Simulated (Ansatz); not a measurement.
# CH3Ge (doublet): the correlation ladder at distance Ge1–C2 = 1.750 Å, cc-pVTZ

How much of the correlation energy of CH3Ge (doublet) does each wave-function method recover here?

Computed with Ansatz 0.2.0, Gaussian basis. Level: cc-pVTZ, core rule «outside noble gas», up to 15 orbitals frozen.

To be run: UHF; CCSD(T) on ROHF; CCSD(T) on UHF; BCCD(T) on ROHF; CCSDT(Q) on ROHF; CCSDT(Q) on UHF; CASSCF and NEVPT2, 3 electrons in 3 orbitals.

## Step 1: What is computed

The geometry derives from a PBE0/def2-TZVP stationary point (not a proven minimum). One bond is set to the value named and the two fragments are kept rigid. No spin-orbit coupling is included. The filled d shell of Ge may be among the frozen orbitals whatever the setting's name suggests.

5 atoms, charge 0, spin multiplicity 2.

Atoms are counted from 1 here; the program's logs count them from 0.

Bond lengths: Ge1–C2 1.750 Å, Ge1–H3 1.529 Å, Ge1–H4 1.522 Å, C2–H5 1.077 Å. Angles: C2–Ge1–H3 123.1°, C2–Ge1–H4 120.6°, H3–Ge1–H4 116.3°, Ge1–C2–H5 152.0°.

## Step 2: UHF

File in.yaml:

```yaml
crystal:
  periodic: [false, false, false]
  atoms:
    - {symbol: Ge, position_ang: [0.000000, 0.009227, 0.252245]}
    - {symbol: C, position_ang: [0.000000, -0.092669, -1.495242]}
    - {symbol: H, position_ang: [0.000000, 1.336281, 1.011005]}
    - {symbol: H, position_ang: [0.000000, -1.253031, 1.102338]}
    - {symbol: H, position_ang: [0.000000, 0.356035, -2.474658]}
basis:
  gaussian: {orbitals: cc-pVTZ}
magnetization: {spin_polarized: true, initial_magnetization: 1}
hamiltonian: {xc: hf}
output: {orbitals: {seedname: orbitals}}
```

On the command line:

```sh
$ ansatz run in.yaml --threads 1 --pin off --events-out ev --progress --plain --max-ram 4096MiB --backend cpu
```

Further steps of the session: CCSD(T) on ROHF; CCSD(T) on UHF; BCCD(T) on ROHF; CCSDT(Q) on ROHF; CCSDT(Q) on UHF; CASSCF and NEVPT2, 3 electrons in 3 orbitals.

Before running them: what should the planned runs give, taken together? Wanted: RCCSDT(Q) from the RHF energy; RMP2 from RCCSDT(Q); UMP2 from RCCSDT(Q); RCCSD from RCCSDT(Q); RCCSD(T) from RCCSDT(Q); UCCSD(T) from RCCSDT(Q); UCCSDT(Q) from RCCSDT(Q); NEVPT2 pair from RCCSDT(Q); T1 diagnostic.

The runs gave:

| quantity | value |
| --- | --- |
| RCCSDT(Q) from the ROHF energy | -8.2796 eV |
| RMP2 from RCCSDT(Q) | +29.63 kcal/mol |
| UMP2 from RCCSDT(Q) | +38.13 kcal/mol |
| RCCSD from RCCSDT(Q) | +9.67 kcal/mol |
| RCCSD(T) from RCCSDT(Q) | +1.38 kcal/mol |
| UCCSD(T) from RCCSDT(Q) | +2.28 kcal/mol |
| UCCSDT(Q) from RCCSDT(Q) | 0.00 kcal/mol |
| NEVPT2 pair from RCCSDT(Q) | +26.50 kcal/mol |
| levels within 1 kcal/mol (43 meV) | RCCSDT, UCCSDT, UCCSDT(Q) |
| T1 diagnostic | 0.028 |

**Reading.** RCCSD(T) misses by +1.38 kcal/mol, 0.7 % of the correlation energy. CCSD(T) misses by +1.38 kcal/mol on the restricted determinant and by +2.28 kcal/mol on the unrestricted one; the two need not hold the same state or core. These misses are within one basis, not against nature; the frozen cores of restricted and unrestricted runs differ, which can shift their rows.
